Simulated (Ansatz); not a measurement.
# SiBPNH₇: small, medium and large basis sets

Aim: see how fast density functionals converge with the basis set for SiBPNH₇.

Method: one geometry, several basis sets; program: Ansatz 0.2.0, Gaussian basis.

Plan: PBE0-D4/def2-SVP; ωB97M-V/def2-SVP; PBE0-D4/def2-QZVPP; ωB97M-V/def2-QZVPP; the functionals' def2-TZVPP values are taken from earlier runs.

## Step 1: The relaxed structure

All runs share one geometry, relaxed beforehand with PBE0-D4 in a triple-zeta def2 set.

SMILES `NPB[SiH3]`, 11 atoms, charge 0, spin multiplicity 1.

Atoms are counted from 1 here; the program's logs count them from 0.

Bond lengths: N1–P2 1.677 Å, N1–H5 1.007 Å, N1–H6 1.007 Å, P2–B3 1.797 Å, P2–H7 1.412 Å, B3–Si4 2.002 Å, B3–H8 1.193 Å, Si4–H9 1.490 Å, Si4–H10 1.492 Å, Si4–H11 1.491 Å. Angles: P2–N1–H5 119.3°, P2–N1–H6 117.2°, H5–N1–H6 112.7°, N1–P2–B3 118.8°, N1–P2–H7 110.6°, B3–P2–H7 111.1°, P2–B3–Si4 116.1°, P2–B3–H8 119.9°, Si4–B3–H8 123.2°, B3–Si4–H9 112.3°, B3–Si4–H10 109.1°, B3–Si4–H11 112.6°, H9–Si4–H10 107.4°, H9–Si4–H11 107.8°, H10–Si4–H11 107.4°.

## Step 2: PBE0-D4 in def2-SVP

in.yaml reads:

```yaml
crystal:
  periodic: [false, false, false]
  atoms:
    - {symbol: N, position_ang: [-0.619365, 2.469129, -0.469032]}
    - {symbol: P, position_ang: [-0.780097, 0.826232, -0.174908]}
    - {symbol: B, position_ang: [0.615813, -0.253933, -0.510965]}
    - {symbol: Si, position_ang: [0.544441, -2.069923, 0.327764]}
    - {symbol: H, position_ang: [-0.016458, 3.019231, 0.121144]}
    - {symbol: H, position_ang: [-1.445510, 2.968331, -0.754262]}
    - {symbol: H, position_ang: [-1.296235, 0.602503, 1.120396]}
    - {symbol: H, position_ang: [1.423207, 0.054987, -1.333700]}
    - {symbol: H, position_ang: [0.543961, -3.160798, -0.687229]}
    - {symbol: H, position_ang: [1.750181, -2.260079, 1.186267]}
    - {symbol: H, position_ang: [-0.654536, -2.252581, 1.195126]}
basis:
  gaussian: {orbitals: def2-SVP}
hamiltonian: {xc: pbe0, dispersion: d4}
output: {orbitals: {seedname: orbitals}}
```

Command:

```bash
> ansatz run in.yaml --threads 2 --pin off --events-out ev --progress --plain --max-ram 4352MiB
```

Further steps of the session: ωB97M-V in def2-SVP; PBE0-D4 in def2-QZVPP; ωB97M-V in def2-QZVPP.

Before running them: what should the planned runs give, taken together? Wanted: PBE0-D4: double and triple zeta above quadruple; ωB97M-V: double and triple zeta above quadruple.

As calculated:

| quantity | value |
| --- | --- |
| PBE0-D4: double and triple zeta above quadruple | 9.41, 0.71 eV |
| ωB97M-V: double and triple zeta above quadruple | 9.55, 0.66 eV |

In words: PBE0-D4 gains 8.70 eV from double to triple zeta, then 0.71 eV more. Total energies overstate the basis error of differences, where much of it tends to cancel.
